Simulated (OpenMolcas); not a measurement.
**Sm²⁺ among point charges: CASSCF levels and susceptibility**

Aim: the splitting of the states of Sm²⁺ in the field of 8 point charges, its lowest levels with spin-orbit coupling and its magnetic susceptibility.

Program: OpenMolcas 26.06. Level of theory: state-averaged CASSCF, spin-orbit coupling by RASSI with atomic mean-field integrals. These are calculated values, not measurements, unless marked.

1 further run of the same task is left out (it didn't finish).

## Step 1: The system

```
Species                           : Sm²⁺ (samarium, Z = 62, 60 electrons)
Basis                             : ANO-RCC-VTZP [8s7p5d3f2g1h], 104 functions
Scalar Hamiltonian                : DKH2, point nucleus
Inactive shells                   : 1s 2s 2p 3s 3p 3d 4s 4p 4d 5s 5p
Active space                      : 6 electrons in 7 orbitals (4f)
Some configurations of this space : 4f6
Orbitals                          : optimised for the highest spin of each parity, averaged over all roots
```

Outer shells as boxes (Hund's rule):

4f6
```
4f [↑ ][↑ ][↑ ][↑ ][↑ ][↑ ][  ]
```

The ion sits among 8 point charges of -1.5 e arranged as a hexagonal bipyramid (D6h), 2.61 Å from the ion, with the axial distance 2.218 Å. The active orbitals were held to one l.

The work runs as a chain of OpenMolcas steps in one folder; each step below is one input file. Labels, J, g values, rates, χT and fits are worked out afterwards by a script from the matrices that RASSI stores. The input lists half of the charges; inversion (Group=XYZ) makes the rest.

## Step 2: One- and two-electron integrals

The input, a.inp:

```
&GATEWAY
Coord
1

Sm 0.0 0.0 0.0
Basis=ANO-RCC-VTZP
Group=XYZ
NoMove
AngMom=0.0 0.0 0.0
AMFI
XField
4 Angstrom 0
2.610000 0.000000 0.000000 -1.500000
1.305000 2.260326 0.000000 -1.500000
1.305000 -2.260326 0.000000 -1.500000
0.000000 0.000000 2.218500 -1.500000
&SEWARD
```

Run with:

```console
$ OMP_NUM_THREADS=1 MOLCAS_MEM=2252 MOLCAS_PROJECT=a pymolcas a.inp > a.log
```

## Step 3: Reference wave functions, septets of even parity, 7 roots

The input, a.inp:

```
&RASSCF
FileOrb=start.orb
Symmetry=1
Spin=7
nActEl=6 0 0
Inactive=15 12
Ras2=0 7
CIRoot=7 7 1
SDav=7
CIMx=300
Iter=120 100
PrWF=0.3
OrbListing=Nothing
MaxOrb=0
SupSym
0
1
21 13 14 15 16 17 18 19 29 30 31 32 33 34 35 36 37 38 39 40 41 42
>>> COPY $Project.JobIph JOB001
```

start.orb holds the contracted functions of the basis, ordered by shell, or the orbitals of the step before.

## Step 4: Reference wave functions, quintets of even parity, 140 roots

The input, a.inp:

```
&RASSCF
FileOrb=start.orb
Symmetry=1
Spin=5
nActEl=6 0 0
Inactive=15 12
Ras2=0 7
CIRoot=140 140 1
SDav=140
CIMx=300
Iter=120 100
PrWF=0.3
OrbListing=Nothing
MaxOrb=0
CIOnly
SupSym
0
1
21 13 14 15 16 17 18 19 29 30 31 32 33 34 35 36 37 38 39 40 41 42
>>> COPY $Project.JobIph JOB002
```

## Step 5: CASSCF: triplets of even parity, 162 roots

The input, a.inp:

```
&RASSCF
FileOrb=start.orb
Symmetry=1
Spin=3
nActEl=6 0 0
Inactive=15 12
Ras2=0 7
CIRoot=162 162 1
SDav=588
CIMx=300
Iter=120 100
PrWF=0.3
OrbListing=Nothing
MaxOrb=0
CIOnly
SupSym
0
1
21 13 14 15 16 17 18 19 29 30 31 32 33 34 35 36 37 38 39 40 41 42
>>> COPY $Project.JobIph JOB003
```

## Step 6: CASSCF: singlets of even parity, 162 roots

The input, a.inp:

```
&RASSCF
FileOrb=start.orb
Symmetry=1
Spin=1
nActEl=6 0 0
Inactive=15 12
Ras2=0 7
CIRoot=162 162 1
SDav=490
CIMx=300
Iter=120 100
PrWF=0.3
OrbListing=Nothing
MaxOrb=0
CIOnly
SupSym
0
1
21 13 14 15 16 17 18 19 29 30 31 32 33 34 35 36 37 38 39 40 41 42
>>> COPY $Project.JobIph JOB004
```

## Step 7: RASSI: spin-orbit coupling between the states

The input, a.inp:

```
&RASSI
NrOfJobIphs=3 7 86 76
1 2 3 4 5 6 7
1 2 3 4 5 6 7 8 9 10 11 12 13 14 15 16 17 18 19 20 21 22 23 24 25 26 27
28 29 30 31 32 33 34 35 36 37 38 39 40 41 42 43 44 45 46 47 48 49 50 51
52 53 54 55 56 57 58 59 60 61 62 63 64 65 66 67 68 69 70 71 72 73 74 75
76 77 78 79 80 81 82 83 84 85 86
1 2 3 4 5 6 7 8 9 10 11 12 13 14 15 16 17 18 19 20 21 22 23 24 25 26 27
28 29 30 31 32 33 34 35 36 37 38 39 40 41 42 43 44 45 46 47 48 49 50 51
52 53 54 55 56 57 58 59 60 61 62 63 64 65 66 67 68 69 70 71 72 73 74 75
76
IphNames
JOB001
JOB002
JOB003
EJob
SpinOrbit
DIPRint=1.0
SOCoupling=1000.0
Subsets=2
Property=9
'ANGMOM' 1 'ANGMOM' 2 'ANGMOM' 3 'MLTPL  1' 1 'MLTPL  1' 2 'MLTPL  1' 3
'AMFI' 1 'AMFI' 2 'AMFI' 3
SOProperty=3
'ANGMOM' 1 'ANGMOM' 2 'ANGMOM' 3
```

Before running it: what results should come out? Wanted: spin-free ground state; first state of the same spin within the active space; lowest level; next level.

**Answer**, as computed:

```
                                            quantity                               value
                                              method                              CASSCF
                              spin-free ground state  septet, 1-fold in its orbital part
first state of the same spin within the active space                  septet at 541 cm⁻¹
                                        lowest level                              1-fold
                                          next level                          195.9 cm⁻¹
                                         χT at 300 K                      1.67 cm³ K/mol
                           effective moment at 300 K                             3.65 μB
```

In words: The spin-free ground state (septet) comes to 100 % from free-ion F terms and keeps the highest spin of the shell. The quintets, triplets, singlets rest on orbitals optimised for another spin in at least one step, which raises them against the optimised states. Not all states of the active space went into the spin-orbit step. High states of lower spin are left out of the spin-orbit mixing, and CASSCF puts spin-flip levels too high. Point charges carry no covalency, so the field is a model and not that of real ligands.
